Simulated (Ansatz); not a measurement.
# CH4OZn: basis-set convergence

Aim: see how fast density functionals converge with the basis set for CH4OZn.

Computed with Ansatz 0.2.0, Gaussian basis. Level: one geometry, several basis sets.

The runs, in order: PBE0-D4/def2-SVP; ωB97M-V/def2-SVP; PBE0-D4/def2-QZVPP; ωB97M-V/def2-QZVPP; the functionals' def2-TZVPP values are taken from earlier runs.

**1. The relaxed structure**

The geometry comes from an earlier relaxation with PBE0-D4 in a triple-zeta def2 set; it is a stationary point, not always the lowest conformer.

7 atoms, charge 0, spin multiplicity 1.

Atoms are counted from 1 here; the program's logs count them from 0.

Bond lengths: C1–O2 1.396 Å, C1–H4 1.096 Å, C1–H5 1.099 Å, C1–H6 1.099 Å, O2–Zn3 1.770 Å, Zn3–H7 1.513 Å. Angles: O2–C1–H4 109.1°, O2–C1–H5 112.8°, O2–C1–H6 112.7°, H4–C1–H5 107.2°, H4–C1–H6 107.2°, H5–C1–H6 107.5°, C1–O2–Zn3 130.2°, O2–Zn3–H7 175.1°.

**2. PBE0-D4 in def2-SVP**

The input, in.yaml:

```yaml
crystal:
  periodic: [false, false, false]
  atoms:
    - {symbol: C, position_ang: [-0.725292, 0.742618, -0.153837]}
    - {symbol: O, position_ang: [0.029997, -0.322852, -0.646143]}
    - {symbol: Zn, position_ang: [1.247423, -1.326771, 0.154796]}
    - {symbol: H, position_ang: [-1.371248, 1.123253, -0.953746]}
    - {symbol: H, position_ang: [-0.104124, 1.581717, 0.189727]}
    - {symbol: H, position_ang: [-1.378307, 0.450727, 0.680634]}
    - {symbol: H, position_ang: [2.301552, -2.248712, 0.728548]}
basis:
  gaussian: {orbitals: def2-SVP}
hamiltonian: {xc: pbe0, dispersion: d4}
output: {orbitals: {seedname: orbitals}}
```

After this run come: ωB97M-V in def2-SVP; PBE0-D4 in def2-QZVPP; ωB97M-V in def2-QZVPP.

Before running them: what should the planned runs give, taken together? Wanted: PBE0-D4: double and triple zeta above quadruple; ωB97M-V: double and triple zeta above quadruple.

As calculated:

```
                                       quantity           value
PBE0-D4: double and triple zeta above quadruple  12.20, 1.40 eV
ωB97M-V: double and triple zeta above quadruple  12.30, 1.36 eV
```

For PBE0-D4 the step from double to triple zeta gains 10.81 eV and the next only 1.40 eV. Total energies overstate the basis error of differences, where much of it tends to cancel. The LUMO of ωB97M-V is positive and keeps falling with the basis (1.66 to 0.60 eV): an unbound level that the basis holds in place.
